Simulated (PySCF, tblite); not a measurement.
# C4H8N2OSi: geometry, infrared bands and NMR shifts

Aim: predict the infrared bands and NMR shifts of C4H8N2OSi (`[H]/N=C/CCO[SiH2]C#N`).

The runs use tblite 0.8.0 and PySCF 2.14.0, with density-fitted response routines of our own; the level of theory stands in each step. All values are computed, except where a source is named. Atoms are numbered from 0 throughout.

## (1) The starting structure

16 atoms, charge 0, multiplicity 1; geometry from: force field or distance geometry start.

Bonds of the start (Å): N0–C1 1.18, C1–Si2 1.87, Si2–O3 1.68, O3–C4 1.45, C4–C5 1.53, C5–C6 1.50, C6–N7 1.29, Si2–H8 1.49, Si2–H9 1.49, C4–H10 1.10, C4–H11 1.09, C5–H12 1.08, C5–H13 1.09, C6–H14 1.10, N7–H15 1.03.

## (2) Geometry optimisation with GFN2-xTB

Job settings and geometry (Å):

```
{"job": {"kind": "relax", "xc": "GFN2-xTB", "basis": "xTB"}, "charge": 0, "multiplicity": 1}
N      4.478700    -0.401900    -0.417500
C      3.511500     0.269600    -0.442500
Si     1.967300     1.316200    -0.440000
O      0.556100     0.485800    -0.813500
C      0.118100    -0.533400     0.112700
C     -1.158800    -1.165700    -0.440600
C     -2.289800    -0.190000    -0.313700
N     -3.201800    -0.348100     0.587500
H      2.083700     2.422500    -1.427200
H      1.750400     1.957600     0.887500
H      0.885200    -1.311700     0.189500
H     -0.066500    -0.099700     1.098400
H     -1.051700    -1.414600    -1.488100
H     -1.388200    -2.073600     0.122900
H     -2.306200     0.684100    -0.988600
H     -3.895500     0.411600     0.533300
```

Run with:

```console
> OMP_NUM_THREADS=1 python probes_run.py task.json out
```

The driver reads the jobs from task.json and runs them one after another.

**Question.** This job is followed by: GFN2-xTB harmonic vibrations, gas phase; GIAO PBE0/pcSseg-1 NMR shielding, non-relativistic, gas phase. Predict these results of the whole session: strongest single infrared mode (GFN2-xTB); zero-point energy (GFN2-xTB); ¹³C shifts against TMS (PBE0/pcSseg-1); ¹H shifts against TMS (PBE0/pcSseg-1, means over atoms taken as alike); ¹⁵N shifts against NH3 (PBE0/pcSseg-1); ²⁹Si shifts against TMS (PBE0/pcSseg-1); ¹⁷O shifts against H2O (PBE0/pcSseg-1); surface potential, 1st and 99th percentile.

**Answer**, as computed:

| quantity | value |
| --- | --- |
| strongest single infrared mode (GFN2-xTB) | 792 cm⁻¹, 265 km/mol |
| zero-point energy (GFN2-xTB) | 72.1 kcal/mol |
| ¹³C shifts against TMS (PBE0/pcSseg-1) | 175.7, 124.2, 67.1, 47.0 ppm |
| ¹H shifts against TMS (PBE0/pcSseg-1, means over atoms taken as alike) | 11.18, 8.72, 4.97, 4.21, 2.61 ppm |
| ¹⁵N shifts against NH3 (PBE0/pcSseg-1) | 365.7, 362.8 ppm |
| ²⁹Si shifts against TMS (PBE0/pcSseg-1) | -57.7 ppm |
| ¹⁷O shifts against H2O (PBE0/pcSseg-1) | 28.1 ppm |
| surface potential, 1st and 99th percentile | -1.66 V and 1.81 V |

In words: Relaxing lowered the energy by 0.398 eV in 84 steps; the close pair that moved most is Si2–O3, from 1.679 to 1.613 Å. No mode is imaginary among the 42: a minimum at this level. The strongest single mode, at 792 cm⁻¹, has its largest shares on Si2, O3 and H8 (the list is cut at 3 atoms). Unscaled tight-binding wavenumbers are off by several per cent, some by more. Its intensities can rank the bands wrongly. At PBE0/pcSseg-1: The widest tensor belongs to N7: span 668 ppm, with a paramagnetic part of -413 ppm. By nearest atom (PBE0/pcSseg-1), the HOMO sits on N7 60 %; H14, H15 about 11 % each and the LUMO on N0 22 %; C1 22 %.
